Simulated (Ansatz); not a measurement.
# C₇H₈Cl₂Si: vertical ionisation energy

One table from this session's results is given with a row withheld; the runs are named, their logs left out.

Computed with Ansatz 0.2.0, Gaussian basis. Level: unrestricted cation, the program's frozen cores in correlated methods.

The runs, in order: UKS PBE-D4/def2-TZVPP; UKS r2SCAN-D4/def2-TZVPP; UKS PBE0-D4/def2-TZVPP; UKS B3LYP-D4/def2-TZVPP; UKS wB97X-V/def2-TZVPP; UKS wB97M-V/def2-TZVPP; UKS B2PLYP/def2-TZVPP; UHF-CCSD(T)/def2-TZVPP; UHF-MP2/def2-QZVPP; extrapolation to the limit; then −ε(HOMO) from the neutral's earlier runs with LDA (SPW92), PBE-D4, revPBE-D4, BLYP-D4, r2SCAN-D4, B97M-V, PBE0-D4, B3LYP-D4, r2SCANh-D4, r2SCAN0-D4, HSE06-D4, BHLYP-D4, CAM-B3LYP-D4, LC-ωPBE, ωB97X-V, ωB97M-V.

## The relaxed structure

An earlier PBE0-D4 in a triple-zeta def2 set relaxation fixed the geometry.

SMILES `C[Si](Cl)(Cl)c1ccccc1`, 18 atoms, charge 0, spin multiplicity 1.

Atoms are counted from 1 here; the program's logs count them from 0.

Bond lengths: C1–Si2 1.850 Å, C1–H11 1.092 Å, C1–H12 1.092 Å, C1–H13 1.092 Å, Si2–Cl3 2.057 Å, Si2–Cl4 2.057 Å, Si2–C5 1.853 Å, C5–C6 1.394 Å, C5–C10 1.396 Å, C6–C7 1.387 Å, C6–H14 1.085 Å, C7–C8 1.386 Å, C7–H15 1.084 Å, C8–C9 1.389 Å, C8–H16 1.084 Å, C9–C10 1.384 Å, C9–H17 1.084 Å, C10–H18 1.085 Å. Angles: Si2–C1–H11 110.7°, Si2–C1–H12 109.6°, Si2–C1–H13 110.7°, H11–C1–H12 108.4°, H11–C1–H13 109.1°, H12–C1–H13 108.4°, C1–Si2–Cl3 109.1°, C1–Si2–Cl4 109.0°, C1–Si2–C5 114.0°, Cl3–Si2–Cl4 106.6°, Cl3–Si2–C5 108.9°, Cl4–Si2–C5 108.9°, Si2–C5–C6 120.6°, Si2–C5–C10 120.8°, C6–C5–C10 118.6°, C5–C6–C7 120.8°, C5–C6–H14 120.2°, C7–C6–H14 119.1° and more.

Coordinates:

```xyz
18

C     1.2544   -1.8258    1.9499
Si   -0.2040   -0.7078    1.7397
Cl   -0.1808    0.7143    3.2260
Cl   -1.9284   -1.7995    1.9982
C    -0.2719    0.1438    0.0959
C     0.7084   -0.0931   -0.8673
C     0.6602    0.5422   -2.0997
C    -0.3712    1.4231   -2.3829
C    -1.3546    1.6691   -1.4339
C    -1.3045    1.0342   -0.2051
H     1.2413   -2.6211    1.2011
H     1.2248   -2.2848    2.9398
H     2.1869   -1.2643    1.8580
H     1.5221   -0.7801   -0.6596
H     1.4293    0.3487   -2.8388
H    -0.4105    1.9206   -3.3454
H    -2.1618    2.3581   -1.6545
H    -2.0773    1.2335    0.5301
```

The first run:

in.yaml

```yaml
crystal:
  periodic: [false, false, false]
  atoms:
    - {symbol: C, position_ang: [1.254410, -1.825778, 1.949906]}
    - {symbol: Si, position_ang: [-0.204047, -0.707776, 1.739745]}
    - {symbol: Cl, position_ang: [-0.180813, 0.714300, 3.226048]}
    - {symbol: Cl, position_ang: [-1.928437, -1.799453, 1.998244]}
    - {symbol: C, position_ang: [-0.271899, 0.143768, 0.095855]}
    - {symbol: C, position_ang: [0.708353, -0.093108, -0.867260]}
    - {symbol: C, position_ang: [0.660249, 0.542194, -2.099698]}
    - {symbol: C, position_ang: [-0.371191, 1.423114, -2.382928]}
    - {symbol: C, position_ang: [-1.354633, 1.669065, -1.433928]}
    - {symbol: C, position_ang: [-1.304454, 1.034197, -0.205149]}
    - {symbol: H, position_ang: [1.241350, -2.621069, 1.201128]}
    - {symbol: H, position_ang: [1.224842, -2.284794, 2.939760]}
    - {symbol: H, position_ang: [2.186935, -1.264326, 1.857979]}
    - {symbol: H, position_ang: [1.522078, -0.780098, -0.659581]}
    - {symbol: H, position_ang: [1.429273, 0.348705, -2.838780]}
    - {symbol: H, position_ang: [-0.410474, 1.920593, -3.345378]}
    - {symbol: H, position_ang: [-2.161839, 2.358119, -1.654475]}
    - {symbol: H, position_ang: [-2.077303, 1.233548, 0.530111]}
basis:
  gaussian: {orbitals: def2-TZVPP}
total_charge: 1
magnetization: {spin_polarized: true, initial_magnetization: 1}
hamiltonian: {xc: pbe, dispersion: d4}
```

Steps of the session up to this table: Cation, UKS PBE-D4/def2-TZVPP; Cation, UKS r2SCAN-D4/def2-TZVPP; Cation, UKS PBE0-D4/def2-TZVPP; Cation, UKS B3LYP-D4/def2-TZVPP; Cation, UKS wB97X-V/def2-TZVPP; Cation, UKS wB97M-V/def2-TZVPP; Cation, UKS B2PLYP (frozen core)/def2-TZVPP; Cation, UHF-CCSD(T)/def2-TZVPP; Cation, UHF-MP2/def2-QZVPP.

One table of the session follows, with a row left open; its other results are not shown here.

For comparison, −ε(HOMO) of the neutral from earlier runs:

```
  functional  −ε(HOMO) (eV)
 LDA (SPW92)           6.82
      PBE-D4           6.61
   revPBE-D4           6.53
     BLYP-D4              ?
   r2SCAN-D4           6.80
      B97M-V           6.75
     PBE0-D4           7.60
    B3LYP-D4           7.37
  r2SCANh-D4           7.17
  r2SCAN0-D4           7.74
    HSE06-D4           7.21
    BHLYP-D4           8.38
CAM-B3LYP-D4           8.80
     LC-ωPBE          10.12
     ωB97X-V           9.76
     ωB97M-V           9.68
```

Q: Estimate the row for BLYP-D4 from the others.

Worked estimate for «−ε(HOMO) (eV)». Against the share of exact exchange, B3LYP-D4 (0.2, 7.37), BHLYP-D4 (0.5, 8.38) give a slope of 3.37 per unit share; at 0 the line stands at 6.70.

The run gave: −ε(HOMO) (eV): 6.40. In «−ε(HOMO) (eV)» the line misses by +0.30.

Caveats from the session: The cation may have settled in a state other than its lowest; no search over hole states beyond the program's own was made.
